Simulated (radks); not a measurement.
# Ge²⁺ in [Ar] 3d10 4s2: an all-electron calculation

An exercise on one series of results from a longer session: the logs are not shown, and one member is left open.

The numbers are computed with radks (a radial shooting solver on a logarithmic mesh, Libxc functionals) version 1 (scalar-relativistic Kohn-Sham, r2SCAN, spin-polarised, spherical densities, finite nucleus), except any that are marked as measured or tabulated.

**The atom as given**

- element: germanium (Z = 32)
- charge: +2
- electrons: 30
- configuration: [Ar] 3d10 4s2
- nuclear rms radius: 4.0742 fm

Outer shells as boxes (Hund's rule):

Ge²⁺
```
[Ar] core
3d [↑↓][↑↓][↑↓][↑↓][↑↓]
4s [↑↓]
```

Set-up of the first run:

The run's settings:

```text
Z 32
configuration [Ar] 3d10 4s2
relativity scalar-relativistic
functional r2scan,r2scan
spin polarised
nucleus finite rms 4.0742 fm
c 137.035999084
```

One of the session's tables, all rows but one given; the rest of the session is left out.

Sizes of the orbitals, from the radial functions (bohr):

| level | <r> | outermost maximum (interpolated) | 90 % within | nodes |
| --- | --- | --- | --- | --- |
| 1s | 0.04701 | 0.0307 | 0.0840 | 0 |
| 2s | 0.2097 | 0.176 | 0.324 | 1 |
| 2p | ? | ? | ? | ? |
| 3s | 0.6233 | 0.542 | 0.932 | 2 |
| 3p | 0.6464 | 0.543 | 0.993 | 1 |
| 3d | 0.7300 | 0.506 | 1.23 | 0 |
| 4s | 1.943 | 1.68 | 2.87 | 3 |

Q: Estimate the row for 2p from the others.

**Answer.** <r>: 0.1837; outermost maximum (interpolated): 0.141; 90 % within: 0.300; nodes: 0. In the column «<r>» it lies between 1s (0.04701) and 2s (0.2097).
